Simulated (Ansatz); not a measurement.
# BeZnTeO: what a guessed cell relaxes into

Aim: relax a trial structure of BeZnTeO and see where it ends.

Program: Ansatz 0.2.0. Level of theory: DFT PBE, scalar-relativistic, plane waves, PAW. These are calculated values, not measurements.

### 1 The structure to begin with

Symmetry: P-6m2, No. 187, hexagonal system. The conventional cell has a = 4.707 Å, b = 4.707 Å, c = 4.205 Å, α = 90.00°, β = 90.00°, γ = 120.00°. Be (site symmetry -6m2) is surrounded by 2 Te at 2.10 Å and 3 O at 2.72 Å and 3 Zn at 2.72 Å. Around Zn (site symmetry -6m2) lie 3 Be at 2.72 Å and 3 O at 2.72 Å. Te (site symmetry -6m2) is surrounded by 2 Be at 2.10 Å. O (site symmetry -6m2) is surrounded by 3 Be at 2.72 Å and 3 Zn at 2.72 Å.

As a file:

```
Be Zn Te O
1.0
     4.70672    0.00000    0.00000
    -2.35336    4.07614    0.00000
     0.00000    0.00000    4.20478
Be Zn Te O
1 1 1 1
Direct
  0.66667 0.33333 0.50000
  0.00000 0.00000 0.50000
  0.66667 0.33333 0.00000
  0.33333 0.66667 0.50000
```

Recipe of the guess: random cell by space group and Wyckoff sites (P-6m2, No. 187). Its size is a rough estimate.

### 2 A first look at the guess

Contents of input.yaml:

```yaml
crystal:
  lattice:
    - [4.70671542, 0.0, 0.0]
    - [-2.35335771, 4.07613512, 0.0]
    - [0.0, 0.0, 4.20477995]
  atoms:
    - { symbol: Be, position: [0.66666667, 0.33333333, 0.5] }
    - { symbol: Zn, position: [0.0, 0.0, 0.5] }
    - { symbol: Te, position: [0.66666667, 0.33333333, 0.0] }
    - { symbol: O, position: [0.33333333, 0.66666667, 0.5] }
basis:
  ecutwfc: 420
kpoints:
  mp_grid: { grid: [6, 6, 4] }
hamiltonian:
  xc: pbe
scf:
  occupations: { method: gaussian, width: 0.1 }
  lower_state_search: "off"
output:
  forces: true
  stress: true
  eigenvalues: true
```

Run with:

```sh
> ansatz run input.yaml --threads 1 --pin off --max-ram 2560MiB --backend cpu --events-out ev --progress --plain --runs-dir out
```

Further runs follow: coarse relaxation; final relaxation.

**Question.** What will these runs give? Wanted: conventional cell; volume; energy over the elements; gap on the mesh.

As calculated:

| quantity | value |
| --- | --- |
| symmetry at the end (tolerance 0.05 Å) | space group P-6m2 (No. 187) |
| conventional cell | a = 3.795 Å, b = 3.795 Å, c = 5.319 Å, α = 90.00°, β = 90.00°, γ = 120.00° |
| volume | 16.59 Å³/atom |
| energy over the elements (uncorrected; H, N, O, F and Cl as molecules) | +0.17 eV/atom |
| gap on the mesh | none (metal) |

**Reading.** The space group P-6m2 (No. 187) is kept, and the volume per atom shrinks by 17.8 % from the first guess. With a positive formation energy it can't be a ground state. No finished test with a distortion of lower symmetry is shown, so the end may be a saddle point. The runs treat Te without spin-orbit coupling.
